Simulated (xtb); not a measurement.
**SiNH3SF2 (SMILES N[Si](F)(F)S): GFN2-xTB**

We compute a structure relaxation of SiNH3SF2. 

The results are computed with xtb 6.7.1 later snapshot.

5 further runs of the same task are left out: 5 set aside as unsound or not needed.

## 1. Starting point

SiNH3SF2: 8 atoms, total charge 0, spin state singlet. SMILES: `N[Si](F)(F)S`. The coordinates come from a GFN2-xTB relaxation. This is one conformer, not always the lowest. The run starts from this shape.

Bond lengths: N1–Si2 1.698 Å, Si2–F3 1.595 Å, Si2–F4 1.594 Å, Si2–S5 2.132 Å, N1–H6 1.006 Å, N1–H7 1.005 Å, S5–H8 1.326 Å. Angles: N1–Si2–F3 109.1°, N1–Si2–F4 108.5°, N1–Si2–S5 116.5°, F3–Si2–F4 102.9°, F3–Si2–S5 109.2°, F4–Si2–S5 109.8°, Si2–N1–H6 119.7°, Si2–N1–H7 120.0°, Si2–S5–H8 95.9°, H6–N1–H7 111.1°.

## 2. A geometry optimisation at GFN2-xTB

File geom.xyz:

```xyz
8

N      0.58050000     1.33244000     0.29316000
Si    -0.01113000    -0.12680000    -0.34148000
F      1.15447000    -0.85389000    -1.15131000
F     -1.07723000     0.21135000    -1.47764000
S     -0.85417000    -1.49925000     1.05588000
H     -0.06441000     2.05688000     0.56071000
H      1.38896000     1.32918000     0.89065000
H     -1.11700000    -2.44989000     0.17003000
```

Started as:

```sh
$ xtb geom.xyz --opt vtight > run.log
```

What values should one expect? Wanted: total energy at the end; dipole moment; HOMO energy; LUMO energy; HOMO–LUMO gap; dispersion energy; mean polarisability.

Answer, from the run:

Level: GFN2-xTB.

| quantity | value |
| --- | --- |
| total energy at the end | -19.04706 Eh |
| dipole moment | 1.93 D |
| HOMO energy | -10.78 eV |
| LUMO energy | -5.13 eV |
| HOMO–LUMO gap | 5.64 eV |
| dispersion energy | -13.25 kJ/mol |
| mean polarisability (D4 model) | 68.7 bohr³ |

At the final geometry: Bond lengths: N1–Si2 1.697 Å, Si2–F3 1.595 Å, Si2–F4 1.595 Å, Si2–S5 2.133 Å, N1–H6 1.006 Å, N1–H7 1.006 Å, S5–H8 1.326 Å. Angles: N1–Si2–F3 109.0°, N1–Si2–F4 108.4°, N1–Si2–S5 116.5°, F3–Si2–F4 103.1°, F3–Si2–S5 109.2°, F4–Si2–S5 109.8°, Si2–N1–H6 119.7°, Si2–N1–H7 120.0°, Si2–S5–H8 95.8°, H6–N1–H7 111.1°. The optimisation took 5 steps and changed the energy by -0.000 eV. Mulliken charges run from -0.37 on N1 to +0.66 on Si2.
